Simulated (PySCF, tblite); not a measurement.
**C₂H₁₀O₂Si₃: geometry, infrared bands and NMR shifts**

Aim: predict the infrared bands and NMR shifts of C₂H₁₀O₂Si₃ (`C[Si@H]([SiH3])OC(=O)[SiH3]`).

Programs: tblite 0.8.0 and PySCF 2.14.0, with density-fitted response routines of our own. Each step states its level of theory. These are calculated values for one molecule in the gas phase, unless marked as measured. Atoms count from 0, in the outputs and in this text.

## (1) The molecule as given

17 atoms, charge 0, multiplicity 1; geometry from: force field or distance geometry start.

Bonds of the start (Å): C0–Si1 1.87, Si1–Si2 2.22, Si1–O3 1.74, O3–C4 1.37, C4–O5 1.25, C4–Si6 1.85, C0–H7 1.10, C0–H8 1.09, C0–H9 1.13, Si1–H10 1.49, Si2–H11 1.50, Si2–H12 1.46, Si2–H13 1.48, Si6–H14 1.45, Si6–H15 1.50, Si6–H16 1.45.

## (2) Optimising the geometry with GFN2-xTB

What the job is given:

```
{"job": {"kind": "relax", "xc": "GFN2-xTB", "basis": "xTB"}, "charge": 0, "multiplicity": 1}
C     -1.963800    -1.578000     0.990400
Si    -0.956100    -0.030000     0.707900
Si    -1.798100     1.241900    -0.899800
O      0.715500    -0.411800     0.431200
C      1.606400     0.424600    -0.183400
O      1.291700     1.549600    -0.624100
Si     3.355300    -0.119100    -0.419200
H     -2.683600    -1.777700     0.183300
H     -1.265400    -2.399000     1.131800
H     -2.593700    -1.451200     1.916100
H     -1.034700     0.733500     1.980200
H     -3.210900     1.627400    -0.568700
H     -0.997700     2.440800    -1.112700
H     -1.875400     0.489300    -2.174800
H      3.369400    -1.536300    -0.736200
H      4.097100     0.138400     0.860500
H      3.936900     0.669500    -1.492500
```

On the command line:

```bash
OMP_NUM_THREADS=1 python probes_run.py task.json out
```

This one command runs all jobs of the session in turn.

**Question.** This job is followed by: GFN2-xTB harmonic vibrations, gas phase; GIAO PBE0/pcSseg-1 NMR shielding, non-relativistic, gas phase. Predict these results of the whole session: strongest single infrared mode (GFN2-xTB); zero-point energy (GFN2-xTB); ¹³C shifts against TMS (PBE0/pcSseg-1); ¹H shifts against TMS (PBE0/pcSseg-1, means over atoms taken as alike); ²⁹Si shifts against TMS (PBE0/pcSseg-1); ¹⁷O shifts against H2O (PBE0/pcSseg-1).

As calculated:

| quantity | value |
| --- | --- |
| strongest single infrared mode (GFN2-xTB) | 2277 cm⁻¹, 509 km/mol |
| zero-point energy (GFN2-xTB) | 66.8 kcal/mol |
| ¹³C shifts against TMS (PBE0/pcSseg-1) | 189.8, 0.1 ppm |
| ¹H shifts against TMS (PBE0/pcSseg-1, means over atoms taken as alike) | 5.21, 4.06, 3.75, 0.47 ppm |
| ²⁹Si shifts against TMS (PBE0/pcSseg-1) | -5.8, -84.6, -119.4 ppm |
| ¹⁷O shifts against H2O (PBE0/pcSseg-1) | 521.7, 244.3 ppm |

What this shows: Relaxing lowered the energy by 0.643 eV in 146 steps; the close pair that moved most is Si1–Si2, from 2.216 to 2.308 Å. All 45 modes are real, so the xTB geometry is a minimum. GFN2-xTB is a fitted tight-binding method: band positions and strengths are rough. Its intensities can rank the bands wrongly. At PBE0/pcSseg-1: The widest tensor belongs to O5: span 780 ppm, with a paramagnetic part of -591 ppm.
